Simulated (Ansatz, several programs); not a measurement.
CuI in the zincblende structure, relaxed with PBE in Ansatz (plane waves, PAW): it is cubic, F-43m (No. 216); conventional cell a = 6.081 Å, 28.11 Å³ an atom. Cu is surrounded by 4 I at 2.63 Å; I is surrounded by 4 Cu at 2.63 Å. The cell was then scaled with its shape and fractional coordinates held. The values are computed, spin-unpolarised, and not measurements.

```csv
V (Å³/atom),E (meV/atom)
26.421,13.76
28.107,0.00
28.950,2.98
29.793,11.05
```

Q: Pass a cubic E = c₀ + c₁u + c₂u² + c₃u³, with u = V − 28.318 Å³, through these points.

A: c₀ = 0.21, c₁ = +1.876, c₂ = 4.168, c₃ = -0.3095 (meV and Å³).

Q: Where is the minimum, and what bulk modulus follows?

A: dE/du = 0 at u = -0.220, so V₀ = 28.10 Å³. B = V₀ d²E/dV² = 28.10 × (2c₂ + 6c₃u) = 28.10 × 8.744 = 246 meV/Å³, and 1 meV/Å³ is 0.16022 GPa: 39 GPa. A third-order Birch-Murnaghan fit to all five points gives 28.09 Å³ and 39 GPa.

Q: Predict the energy and the pressure at the withheld volume, 27.264 Å³.

A: With u = -1.054: E ≈ 3.23 meV and P = −dE/dV ≈ +1.27 GPa. The run gives 3.17 meV and, from its stress, +1.26 GPa.
